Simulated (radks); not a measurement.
# Nuclear size and the levels of F

Aim: how the total energy, the levels and the density at the nucleus of F respond when the nuclear radius is scaled.

Method: Dirac Kohn-Sham, PBE, spin-unpolarised, spherical densities, finite nucleus; open shells fill j = l - 1/2 first. Code: radks (a radial shooting solver on a logarithmic mesh, Libxc functionals) version 1.

### Step 1. Starting point

* element: fluorine (Z = 9)
* charge: 0
* electrons: 9
* configuration: [He] 2s2 2p5
* nuclear rms radius: 2.8976 fm

### Step 2. rms radius 2.8976 fm

Settings of this run:

```text
Z 9
configuration [He] 2s2 2p5 3s0 3p0
relativity Dirac
functional pbe,pbe
spin unpolarised
j_filling energy
nucleus finite rms 2.8976 fm
c 137.035999084
```

### Step 3. rms radius 2.463 fm

Input: that of step 2 with these lines changed.

```diff
@@ -6,3 +6,3 @@
 j_filling energy
-nucleus finite rms 2.8976 fm
+nucleus finite rms 2.463 fm
 c 137.035999084
```

### Step 4. rms radius 2.66 fm

Input: that of step 3 with these lines changed.

```diff
@@ -6,3 +6,3 @@
 j_filling energy
-nucleus finite rms 2.463 fm
+nucleus finite rms 2.66 fm
 c 137.035999084
```

### Step 5. rms radius 3.0425 fm

Input: that of step 4 with these lines changed.

```diff
@@ -6,3 +6,3 @@
 j_filling energy
-nucleus finite rms 2.66 fm
+nucleus finite rms 3.0425 fm
 c 137.035999084
```

### Step 6. rms radius 3.3844 fm

Input: that of step 5 with these lines changed.

```diff
@@ -6,3 +6,3 @@
 j_filling energy
-nucleus finite rms 3.0425 fm
+nucleus finite rms 3.3844 fm
 c 137.035999084
```

Before running it: what results should come out? Wanted: for each run, rms radius; total energy shift; density at nucleus; 1s1/2 shift.

As calculated:

| rms radius (fm) | total energy shift (eV) | density at nucleus (e/bohr³) | 1s1/2 shift (meV) |
| --- | --- | --- | --- |
| 2.463 | -0.000199 | 465.9 | -0.0804 |
| 2.66 | -0.000113 | 465.6 | -0.0455 |
| 2.8976 | 0 | 465.4 | 0 |
| 3.0425 | 7.33e-05 | 465.3 | 0.0296 |
| 3.3844 | 0.000260 | 465 | 0.105 |

What this shows: Shifts are against the first run. Over the range the 1s1/2 level moves by 0.000186 eV and the 1s1/2 level by 0.186 meV. A larger nucleus binds the 1s electrons less and lowers the density at its centre. These are shifts of eigenvalues, not the field shifts of spectral lines.
